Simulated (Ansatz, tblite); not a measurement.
# The cluster K8F8: a ladder of methods and basis sets

One table from this session's results is given with a row withheld; the runs are named, their logs left out.

The runs use Ansatz 0.2.0, Gaussian basis; as each input shows.

Plan: GFN1-xTB, GFN2-xTB, PBE-D4/def2-SVP, r2SCAN-D4/def2-SVP, HF/STO-3G, HF/6-31G, B3LYP-D4/6-31G, MP2/def2-SVP.

11 further runs of the same task are left out: 9 that didn't finish, 2 set aside as unsound or not needed. Runs told in other sessions of the task aren't counted.

## The geometry

The geometry is that of the singlet, from an earlier relaxation (PBE-D4/def2-SVP).

16 atoms, charge 0, spin multiplicity 1.

Bond lengths: K1–F2 2.445 Å, K1–F5 2.441 Å, K1–F13 2.566 Å, F2–K3 2.573 Å, F2–K6 2.436 Å, K3–F4 2.418 Å, K3–F5 2.580 Å, K3–F7 2.954 Å, F4–K8 2.335 Å, F5–K9 2.475 Å, K6–F7 2.605 Å, K6–F13 2.600 Å, K6–F15 2.717 Å, F7–K8 2.581 Å, F7–K9 2.608 Å, F7–K11 2.541 Å, K8–F12 2.570 Å, K9–F10 2.570 Å and more. Angles: F2–K1–F5 87.7°, F2–K1–F13 87.2°, F5–K1–F13 88.9°, K1–F2–K3 94.5°, K1–F2–K6 96.6°, K3–F2–K6 96.0°, F2–K3–F4 115.8°, F2–K3–F5 82.1°, F2–K3–F7 84.2°, F4–K3–F5 149.2°, F4–K3–F7 77.1°, F5–K3–F7 80.3°, K3–F4–K8 108.3°, K1–F5–K3 94.4°, K1–F5–K9 97.4°, K3–F5–K9 101.0°, F2–K6–F7 94.9°, F2–K6–F13 86.6° and more.

PBE0-D4/def2-SVP was run before; its log isn't repeated, and its numbers join the tables.

The first run:

Tight binding, by tblite at 300 K electronic temperature and without a spin-polarisation term:

```python
tblite.interface.Calculator('GFN1-xTB', numbers, positions, charge=0, uhf=0).singlepoint()
```

Tight binding, by tblite at 300 K electronic temperature and without a spin-polarisation term:

```python
tblite.interface.Calculator('GFN2-xTB', numbers, positions, charge=0, uhf=0).singlepoint()
```

start.molden holds the orbitals of an earlier run on this state, given as this run's starting guess.

in.yaml reads:

```yaml
crystal:
  periodic: [false, false, false]
  atoms:
    - {symbol: K, position_ang: [-0.998777, -1.797399, -3.284064]}
    - {symbol: F, position_ang: [-1.897287, -2.261428, -1.058391]}
    - {symbol: K, position_ang: [0.312600, -3.208861, -0.143769]}
    - {symbol: F, position_ang: [0.490658, -3.326290, 2.264783]}
    - {symbol: F, position_ang: [1.212582, -2.317472, -2.391253]}
    - {symbol: K, position_ang: [-1.600946, -0.014336, -0.164797]}
    - {symbol: F, position_ang: [0.853219, -0.405302, 0.615573]}
    - {symbol: K, position_ang: [0.802024, -1.161719, 3.082369]}
    - {symbol: K, position_ang: [1.850925, -0.010712, -1.761255]}
    - {symbol: F, position_ang: [1.857055, 2.462387, -1.060906]}
    - {symbol: K, position_ang: [1.305784, 2.002552, 1.289036]}
    - {symbol: F, position_ang: [0.038757, 1.267682, 3.427279]}
    - {symbol: F, position_ang: [-0.685542, 0.629965, -2.512017]}
    - {symbol: K, position_ang: [-0.388204, 2.994405, -1.828779]}
    - {symbol: F, position_ang: [-1.275536, 2.578530, 0.578495]}
    - {symbol: K, position_ang: [-1.877324, 2.567997, 2.947706]}
basis:
  gaussian: {orbitals: def2-SVP, initial_orbitals: start.molden}
hamiltonian: {xc: pbe, dispersion: d4}
scf: {omitted_lower_state_checks: [starts]}
output: {orbitals: {seedname: orbitals}}
```

Run with:

```sh
> ansatz run in.yaml --threads 4 --pin off --events-out ev --progress --plain --max-ram 6963MiB
```

Steps of the session up to this table: PBE-D4/def2-SVP; r2SCAN-D4/def2-SVP; HF/STO-3G; HF/6-31G; B3LYP-D4/6-31G; MP2/def2-SVP.

One table of the session follows, with a row left open; its other results are not shown here.

It belongs to the step «Binding energy». 

```
             level  binding an atom (eV)
         HF/STO-3G                 1.601
          HF/6-31G                 2.368
       HF/def2-SVP                 2.423
   PBE-D4/def2-SVP                 3.477
r2SCAN-D4/def2-SVP                 3.431
    B3LYP-D4/6-31G                 3.344
  PBE0-D4/def2-SVP                 3.328
      MP2/def2-SVP                     ?
```

**Question.** Estimate the row for MP2/def2-SVP.

As computed: binding an atom (eV): 3.360. In the column «binding an atom (eV)» it lies between B3LYP-D4/6-31G (3.344) and r2SCAN-D4/def2-SVP (3.431).

Caveats from the session: Free atoms were run apart at each level; binding is atoms less cluster, divided by the number of atoms, without zero-point or spin-orbit terms.
